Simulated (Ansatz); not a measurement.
# AlGaHO: the cost of one run

Computed with Ansatz 0.2.0, Gaussian basis. Level: cc-pVDZ, all electrons in the functionals, frozen cores in the correlation of double hybrids and RPA.

The runs, in order: wB97M-V, B2PLYP, RPA-PBE, at charge 0, doublet; charge 0, quartet; charge 1, singlet; charge 1, triplet; displaced geometry v1; displaced geometry v2.

20 further runs of the same task are left out: 1 for a known fault of the program, 10 that didn't finish, 9 set aside as unsound or not needed.

### 1 What is computed

The geometry is a PBE0/def2-TZVP stationary point (not a proven minimum). No spin-orbit coupling is included. The filled d shell of Ga may be among the frozen orbitals whatever the setting's name suggests; the logs give the count.

4 atoms, charge 0, spin multiplicity 2.

Atoms are counted from 1 here; the program's logs count them from 0.

Bond lengths: Ga1–Al2 2.720 Å, Al2–O3 1.607 Å, Al2–H4 1.707 Å. Angles: Ga1–Al2–O3 168.2°, Ga1–Al2–H4 50.0°, O3–Al2–H4 141.8°.

No dispersion term is added; wB97M-V holds VV10 nonlocal correlation.

The geometry shown and the zero of energy belong to the point charge 0, doublet. The yardstick, UCCSD(T), and other wave-function levels (R restricted, U unrestricted, valence and pair active spaces) come from earlier runs.

### 2 wB97M-V, charge 0, doublet

The input, in.yaml:

```yaml
crystal:
  periodic: [false, false, false]
  atoms:
    - {symbol: Ga, position_ang: [-0.000005, -0.351711, 2.144503]}
    - {symbol: Al, position_ang: [-0.000020, -0.216546, -0.572581]}
    - {symbol: O, position_ang: [0.000006, -0.465800, -2.160587]}
    - {symbol: H, position_ang: [0.000019, 1.034057, 0.588665]}
basis:
  gaussian: {orbitals: cc-pVDZ}
magnetization: {spin_polarized: true, initial_magnetization: 1}
hamiltonian: {xc: {name: wB97M-V}}
output: {forces: true, orbitals: {seedname: orbitals}}
```

Command:

```console
$ ansatz run in.yaml --threads 1 --pin off --events-out ev --progress --plain --max-ram 2393MiB
```

Q: Estimate wall time and peak memory on 1 thread of Arm Neoverse V1, shared host.

About 25 s, with a peak of 0.29 GiB.
